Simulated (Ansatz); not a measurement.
# MgSI: the cost of one run

Computed with Ansatz 0.2.0 (DFT PBE, scalar-relativistic, plane waves, PAW, unless a step's input says otherwise).

### Step 1. The system as given

Symmetry: Cmmm, No. 65, orthorhombic system. Conventional cell: a = 4.112 Å, b = 5.052 Å, c = 8.246 Å, α = 90.00°, β = 90.00°, γ = 90.00°. Around Mg (site symmetry mmm) lie 4 S at 2.06 to 2.53 Å. S (site symmetry mmm) has 4 Mg at 2.06 to 2.53 Å as nearest neighbours. Around I (site symmetry mmm) lie 4 I at 3.26 Å.

As a file:

```cif
data_structure
_symmetry_space_group_name_H-M 'Cmmm'
_symmetry_Int_Tables_number 65
_cell_length_a 4.1123
_cell_length_b 5.0519
_cell_length_c 8.2464
_cell_angle_alpha 90.000
_cell_angle_beta 90.000
_cell_angle_gamma 90.000
_cell_volume 171.32
loop_
_atom_site_label
_atom_site_type_symbol
_atom_site_symmetry_multiplicity
_atom_site_Wyckoff_symbol
_atom_site_fract_x
_atom_site_fract_y
_atom_site_fract_z
_atom_site_occupancy
Mg1 Mg 2 b 0.50000 0.00000 0.00000 1
S1 S 2 a 0.00000 0.00000 0.00000 1
I1 I 2 d 0.00000 0.00000 0.50000 1
```

Recipe of the guess: random cell by space group and Wyckoff sites (Cmmm, No. 65). The dimensions are guesses.

### Step 2. The guess as it stands, on a coarse mesh

Input file input.yaml:

```yaml
crystal:
  lattice:
    - [2.05614732, -2.52597175, 0.0]
    - [2.05614732, 2.52597175, 0.0]
    - [0.0, 0.0, 8.24640968]
  atoms:
    - { symbol: Mg, position: [0.5, 0.5, 0.0] }
    - { symbol: S, position: [0.0, 0.0, 0.0] }
    - { symbol: I, position: [0.0, 0.0, 0.5] }
basis:
  ecutwfc: 420
kpoints:
  mp_grid: { grid: [6, 6, 2] }
hamiltonian:
  xc: pbe
scf:
  occupations: { method: gaussian, width: 0.1 }
  lower_state_search: "off"
output:
  forces: true
  stress: true
  eigenvalues: true
```

Run with:

```
$ ansatz run input.yaml --threads 1 --pin off --max-ram 2048MiB --backend cpu --events-out ev --progress --plain --runs-dir out
```

**Question.** How long does this run take on 1 thread of Intel Xeon Platinum 8259CL at 2.50GHz (Skylake/Cascade Lake), shared host, and how much memory does it need?

About 2.8 s, with a peak of 0.43 GiB.
